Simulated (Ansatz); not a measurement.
# TaN: the cost of one run

Program: Ansatz 0.2.0. Level of theory: DFT PBEsol+U (U_eff = 5 eV on Ta d), plane waves, PAW, no spin–orbit coupling unless a run says so. These are calculated values, not measurements.

**1. The structure to begin with**

It takes space group P-6m2 (No. 187, hexagonal). Conventional cell: a = 2.938 Å, b = 2.938 Å, c = 2.883 Å, α = 90.00°, β = 90.00°, γ = 120.00°. Ta (site symmetry -6m2) is surrounded by 6 N at 2.23 Å. N (site symmetry -6m2) is surrounded by 6 Ta at 2.23 Å.

Coordinates:

```
CELL_PARAMETERS angstrom
2.93800 0.00000 0.00000
-1.46900 2.54438 0.00000
0.00000 0.00000 5.76600
ATOMIC_POSITIONS crystal
Ta 0.33333 0.66667 0.25000
N 0.00000 0.00000 0.00000
Ta 0.33333 0.66667 0.75000
N 0.00000 0.00000 0.50000
```

Magnetic order typed: antiferromagnetic, doubled cell 0 0 1/2.

An earlier series on this cell reached its lowest free state from «random orbitals: drawn by pairs, first filling», perhaps among other starts.

**2. Random orbitals: single harmonics, second filling**

Input file input.yaml:

```yaml
crystal:
  lattice:
    - [2.93800111, 0.0, 0.0]
    - [-1.46900055, 2.5443836, 0.0]
    - [0.0, 0.0, 5.76600442]
  atoms:
    - { symbol: Ta, position: [0.3333333333, 0.6666666667, 0.25], spin: 0.3, spin_axis: [0.57735, 0.57735, 0.57735] }
    - { symbol: "N", position: [0.0, 0.0, 0.0] }
    - { symbol: Ta, position: [0.3333333333, 0.6666666667, 0.75], spin: 0.3, spin_axis: [-0.57735, -0.57735, -0.57735] }
    - { symbol: "N", position: [0.0, 0.0, 0.5] }
basis:
  ecutwfc: 420
  ecutrho_ratio: 4
kpoints:
  mp_grid: { grid: [7, 7, 4] }
hamiltonian:
  xc: pbesol
  hubbard:
    sites:
      - { site: 0, l: d, u_eff: 5.0, starting_ns: [{ occupation_matrix: s0 }] }
      - { site: 2, l: d, u_eff: 5.0, starting_ns: [{ occupation_matrix: s2 }] }
    occupation_matrices:
      s0:
        spinor_matrix:
          - [[0.02, 0.0], [0.0, 0.0], [0.0, 0.0], [0.0, 0.0], [0.0, 0.0], [0.0, 0.0], [0.0, 0.0], [0.0, 0.0], [0.0, 0.0], [0.0, 0.0]]
          - [[0.0, 0.0], [0.02, 0.0], [0.0, 0.0], [0.0, 0.0], [0.0, 0.0], [0.0, 0.0], [0.0, 0.0], [0.0, 0.0], [0.0, 0.0], [0.0, 0.0]]
          - [[0.0, 0.0], [0.0, 0.0], [0.02, 0.0], [0.0, 0.0], [0.0, 0.0], [0.0, 0.0], [0.0, 0.0], [0.0, 0.0], [0.0, 0.0], [0.0, 0.0]]
          - [[0.0, 0.0], [0.0, 0.0], [0.0, 0.0], [0.97, 0.0], [0.0, 0.0], [0.0, 0.0], [0.0, 0.0], [0.0, 0.0], [0.0, 0.0], [0.0, 0.0]]
          - [[0.0, 0.0], [0.0, 0.0], [0.0, 0.0], [0.0, 0.0], [0.02, 0.0], [0.0, 0.0], [0.0, 0.0], [0.0, 0.0], [0.0, 0.0], [0.0, 0.0]]
          - [[0.0, 0.0], [0.0, 0.0], [0.0, 0.0], [0.0, 0.0], [0.0, 0.0], [0.02, 0.0], [0.0, 0.0], [0.0, 0.0], [0.0, 0.0], [0.0, 0.0]]
          - [[0.0, 0.0], [0.0, 0.0], [0.0, 0.0], [0.0, 0.0], [0.0, 0.0], [0.0, 0.0], [0.02, 0.0], [0.0, 0.0], [0.0, 0.0], [0.0, 0.0]]
          - [[0.0, 0.0], [0.0, 0.0], [0.0, 0.0], [0.0, 0.0], [0.0, 0.0], [0.0, 0.0], [0.0, 0.0], [0.02, 0.0], [0.0, 0.0], [0.0, 0.0]]
          - [[0.0, 0.0], [0.0, 0.0], [0.0, 0.0], [0.0, 0.0], [0.0, 0.0], [0.0, 0.0], [0.0, 0.0], [0.0, 0.0], [0.97, 0.0], [0.0, 0.0]]
          - [[0.0, 0.0], [0.0, 0.0], [0.0, 0.0], [0.0, 0.0], [0.0, 0.0], [0.0, 0.0], [0.0, 0.0], [0.0, 0.0], [0.0, 0.0], [0.02, 0.0]]
      s2:
        spinor_matrix:
          - [[0.22076, 0.0], [0.0, 0.0], [0.0, 0.0], [0.0, 0.0], [0.0, 0.0], [-0.27424, 0.27424], [0.0, 0.0], [0.0, 0.0], [0.0, 0.0], [0.0, 0.0]]
          - [[0.0, 0.0], [0.76924, 0.0], [0.0, 0.0], [0.0, 0.0], [0.0, 0.0], [0.0, 0.0], [0.27424, -0.27424], [0.0, 0.0], [0.0, 0.0], [0.0, 0.0]]
          - [[0.0, 0.0], [0.0, 0.0], [0.02, 0.0], [0.0, 0.0], [0.0, 0.0], [0.0, 0.0], [0.0, 0.0], [0.0, 0.0], [0.0, 0.0], [0.0, 0.0]]
          - [[0.0, 0.0], [0.0, 0.0], [0.0, 0.0], [0.02, 0.0], [0.0, 0.0], [0.0, 0.0], [0.0, 0.0], [0.0, 0.0], [0.0, 0.0], [0.0, 0.0]]
          - [[0.0, 0.0], [0.0, 0.0], [0.0, 0.0], [0.0, 0.0], [0.02, 0.0], [0.0, 0.0], [0.0, 0.0], [0.0, 0.0], [0.0, 0.0], [0.0, 0.0]]
          - [[-0.27424, -0.27424], [0.0, 0.0], [0.0, 0.0], [0.0, 0.0], [0.0, 0.0], [0.76924, 0.0], [0.0, 0.0], [0.0, 0.0], [0.0, 0.0], [0.0, 0.0]]
          - [[0.0, 0.0], [0.27424, 0.27424], [0.0, 0.0], [0.0, 0.0], [0.0, 0.0], [0.0, 0.0], [0.22076, 0.0], [0.0, 0.0], [0.0, 0.0], [0.0, 0.0]]
          - [[0.0, 0.0], [0.0, 0.0], [0.0, 0.0], [0.0, 0.0], [0.0, 0.0], [0.0, 0.0], [0.0, 0.0], [0.02, 0.0], [0.0, 0.0], [0.0, 0.0]]
          - [[0.0, 0.0], [0.0, 0.0], [0.0, 0.0], [0.0, 0.0], [0.0, 0.0], [0.0, 0.0], [0.0, 0.0], [0.0, 0.0], [0.02, 0.0], [0.0, 0.0]]
          - [[0.0, 0.0], [0.0, 0.0], [0.0, 0.0], [0.0, 0.0], [0.0, 0.0], [0.0, 0.0], [0.0, 0.0], [0.0, 0.0], [0.0, 0.0], [0.02, 0.0]]
    ns_hold: { iters: 12 }
scf:
  occupations: { method: gaussian, width: 0.05 }
  lower_state_search: "off"
  max_iter: 150
output:
  forces: true
  stress: true
  eigenvalues: true
  populations: true
  hubbard: { sites: [{ site: 0, l: d }, { site: 2, l: d }] }
magnetization:
  noncollinear: true
  spin_orbit: true
```

The typed matrices put 0.97 on the chosen orbitals and 0.02 on the others, and are held for 12 cycles. This run includes spin–orbit coupling.

Run with:

```
$ ansatz run input.yaml --threads 4 --pin off --max-ram 6144MiB --backend cpu --events-out ev --progress --plain --runs-dir out
```

**Question.** How long does this run take on 4 threads of Arm Neoverse V1, shared host, and how much memory does it need?

About 3 min, with a peak of 1.4 GiB.
